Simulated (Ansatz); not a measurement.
# F3Hf: the cost of one run

Method: UKS PBE0/def2-TZVP; program: Ansatz 0.2.0, Gaussian basis.

### Step 1. The starting structure

4 atoms, charge 0, spin multiplicity 2.

Atoms are counted from 1 here; the program's logs count them from 0.

Bond lengths: Hf1–F2 2.016 Å, Hf1–F3 2.016 Å, Hf1–F4 2.016 Å. Angles: F2–Hf1–F3 94.5°, F2–Hf1–F4 94.5°, F3–Hf1–F4 94.5°.

The start was built by rule and, where that kept it together, relaxed with GFN2-xTB. Sticks and bond lists go by distance. No spin-orbit coupling is included. Elements past krypton take def2 core potentials.

### Step 2. The run

Contents of in.yaml:

```yaml
crystal:
  periodic: [false, false, false]
  atoms:
    - {symbol: Hf, position_ang: [0.001173, 0.000290, -0.258810]}
    - {symbol: F, position_ang: [1.705365, 0.011427, 0.818263]}
    - {symbol: F, position_ang: [-0.868881, 1.473010, 0.808234]}
    - {symbol: F, position_ang: [-0.847502, -1.487158, 0.805018]}
basis:
  gaussian: {orbitals: def2-TZVP}
magnetization: {spin_polarized: true, initial_magnetization: 1}
hamiltonian: {xc: pbe0}
relax: {f_tol: 0.004, max_steps: 80}
```

The run is started by

```
$ ansatz run in.yaml --threads 1 --pin off --events-out ev --progress --plain --max-ram 2176MiB
```

**Question.** How long does this run take on 1 thread of AMD EPYC 9R45, shared host, and how much memory does it need?

About 26 s, with a peak of 0.3 GiB.
